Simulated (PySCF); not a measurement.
**Ga⁺: the SCF solver's settings**

Do solver options change the result for Ga⁺, or only the number of cycles?

Method: each script names its method and basis; program: PySCF 2.14.0.

3 further runs of the same task are left out: 3 that didn't finish.

### Step 1. The atom

Ga⁺: 1 atom, charge 1, spin multiplicity 1.

### Step 2. The base run

The input, input.py:

```python
from pyscf import gto, dft, tdscf

mol = gto.M(
    atom='Ga 0 0 0',
    basis='6-311++g**',
    charge=1,
    spin=0,
    symmetry=True,
    verbose=4,
)
mf = dft.RKS(mol, xc='bhandhlyp')
mf.kernel()
td = tdscf.TDA(mf)
td.nstates = 4
td.kernel()
td.analyze()
mf.dip_moment()
print('orbital energies (hartree):', mf.mo_energy[..., max(0, mol.nelec[1]-3):mol.nelec[0]+3].round(4))
```

On the command line:

```console
$ OMP_NUM_THREADS=1 python input.py
```

The log of this run is left out.

It gives: E(SCF) = -1924.529245 Eh, 7 cycles, excitations 8.86, 8.86, 8.86, 14.51 eV.

### Step 3. Smearing width 0.005 hartree

Variant 1 changes smearing width: none → 0.005 hartree; step after the SCF: tda → none.

The input, input.py:

```python
from pyscf import gto, dft, scf

mol = gto.M(
    atom='Ga 0 0 0',
    basis='6-311++g**',
    charge=1,
    spin=0,
    symmetry=True,
    verbose=4,
)
mf = dft.RKS(mol, xc='bhandhlyp')
mf = scf.addons.smearing_(mf, sigma=0.005, method='fermi')
mf.kernel()
mf.dip_moment()
print('orbital energies (hartree):', mf.mo_energy[..., max(0, mol.nelec[1]-3):mol.nelec[0]+3].round(4))
```

On the command line:

```console
$ OMP_NUM_THREADS=1 python input.py
```

### Step 4. DIIS space 20

Variant 2 changes DIIS space: default → 20.

input.py, as its differences from that of step 2:

```diff
@@ -11,2 +11,3 @@
 mf = dft.RKS(mol, xc='bhandhlyp')
+mf.diis_space = 20
 mf.kernel()
```

### Step 5. Cycle limit 8

Variant 3 changes cycle limit: 50 → 8.

input.py, as its differences from that of step 2:

```diff
@@ -11,2 +11,3 @@
 mf = dft.RKS(mol, xc='bhandhlyp')
+mf.max_cycle = 8
 mf.kernel()
```

Q: Predict the outcome of this session. Wanted: for each run, E(SCF); from base; gap; after the SCF.

As calculated:

```csv
run,E(SCF) (hartree),from base (eV),cycles,gap (eV),after the SCF
base,-1924.529245,0,7,10.41,lowest root found 8.86 eV
smearing width 0.005 hartree,-1924.529245,0.0000,7,n/a,n/a
DIIS space 20,-1924.529245,0.0000,7,10.41,lowest root found 8.86 eV
cycle limit 8,-1924.529245,0.0000,7,10.41,lowest root found 8.86 eV
```

Distance from each run's final energy (log10 hartree) by cycle:

```csv
run,cycle 1,cycle 2,cycle 3,cycle 5,cycle 8,cycle 12
base,-1.4,-1.4,-2.5,-7.6,done,done
smearing width 0.005 hartree,-1.4,-1.4,-2.5,-7.6,done,done
DIIS space 20,-1.4,-1.4,-2.5,-7.6,done,done
cycle limit 8,-1.4,-1.4,-2.5,-7.6,done,done
```

No change of the SCF energy comes from smearing width 0.005 hartree or DIIS space 20 or cycle limit 8. With smearing width 0.005 hartree, DIIS space 20, cycle limit 8 the path hardly changes: 7 cycles against 7. The cycles with DIIS space 20 repeat those of the base digit for digit, so the setting never acted.
